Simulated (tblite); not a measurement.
# How the settings of tblite move a run on Mg₂NCl

Simulated with tblite 0.8.0. This is a test of settings. The cell began as a database structure and was relaxed with r2SCAN in plane waves (Ansatz 0.2.0). It may be hypothetical. All runs are without spin polarisation.

It is trigonal, R-3m (No. 166); conventional cell a = 3.293 Å, c = 17.814 Å, 13.94 Å³ an atom. Mg has 3 N at 2.15 Å and 3 Cl at 2.74 Å; N has 6 Mg at 2.15 Å; Cl has 6 Mg at 2.74 Å.

The base run uses GFN2-xTB on a cluster of 108 atoms.

```python
import json
from ase import Atoms
from ase.build import make_supercell
from ase.units import Bohr, GPa, Hartree
from tblite.interface import Calculator

atoms = Atoms(['Mg', 'Mg', 'N', 'Cl'],
              cell=[[1.646613, 0.950672, 5.937962], [-1.646613, 0.950672, 5.937962], [-0.0, -1.901344, 5.937962]],
              scaled_positions=[[0.22291, 0.22291, 0.22291], [0.77709, 0.77709, 0.77709], [0.5, 0.5, 0.5], [0.0, 0.0, 0.0]],
              pbc=True)
cluster = make_supercell(atoms, [[3, -3, 0], [0, 3, -3], [1, 1, 1]])
calc = Calculator('GFN2-xTB', cluster.numbers, cluster.positions / Bohr, lattice=cluster.cell[:] / Bohr, periodic=cluster.pbc)
calc.set('temperature', 0.02 / Hartree)
calc.set('max-iter', 150)
res = calc.singlepoint()
levels = res.get('orbital-energies') * Hartree
nv = round(res.get('orbital-occupations').sum() / 2)
cells = len(cluster) // len(atoms)
out = {'energy_per_cell': res.get('energy') * Hartree / cells, 'homo': levels[nv - 1], 'lumo': levels[nv],
       'stress': (-res.get('virial') * Hartree / cluster.get_volume() / GPa).tolist(), 'charges': res.get('charges')[:len(atoms)].tolist(), 'electrons': 2 * nv / cells}
json.dump(out, open('results.json', 'w'))
for key, value in out.items():
    print(key, value)
```

Command: `python run.py`. It took 30 s on 1 thread of Arm Neoverse N1, with other jobs on the host, peak memory 0.19 GiB.

It converged with a gap of 1.41 eV and a pressure of -23.97 GPa (positive in compression). xTB was fitted to molecules, so gaps, charges and pressures of solids can be far off.

Each further run moved one setting: mixer-damping (damping of the charge mixer); accuracy (scale of the thresholds); temperature (electronic temperature in eV); cluster (size of the cluster in conventional cells). Changes are from the base run, which isn't itself converged in every setting; energies of another Hamiltonian, functional, basis or charge aren't compared, and those at a high electronic temperature are mostly its entropy term.

| setting | how it ended | gap change (eV) | energy change (meV/atom) | pressure change (GPa) | time (s) |
| --- | --- | --- | --- | --- | --- |
| mixer-damping = 0.7 | converged | 0.00 | 0.0 | 0.00 | 33 |
| accuracy = 10.0 | converged | 0.00 | 0.0 | 0.00 | 26 |
| temperature = 0.001 | converged | 0.00 | 0.0 | 0.00 | 30 |
| temperature = 2.0 (poor on purpose) | converged | 0.48 | -1609.8 | 16.80 | 60 |
| cluster = 1x1x1 (poor on purpose) | converged | 0.68 | 162.2 | 4.67 | 3.4 |

mixer-damping = 0.7 changes nothing that matters here. accuracy = 10.0 changes nothing that matters here. temperature = 0.001 changes nothing that matters here.
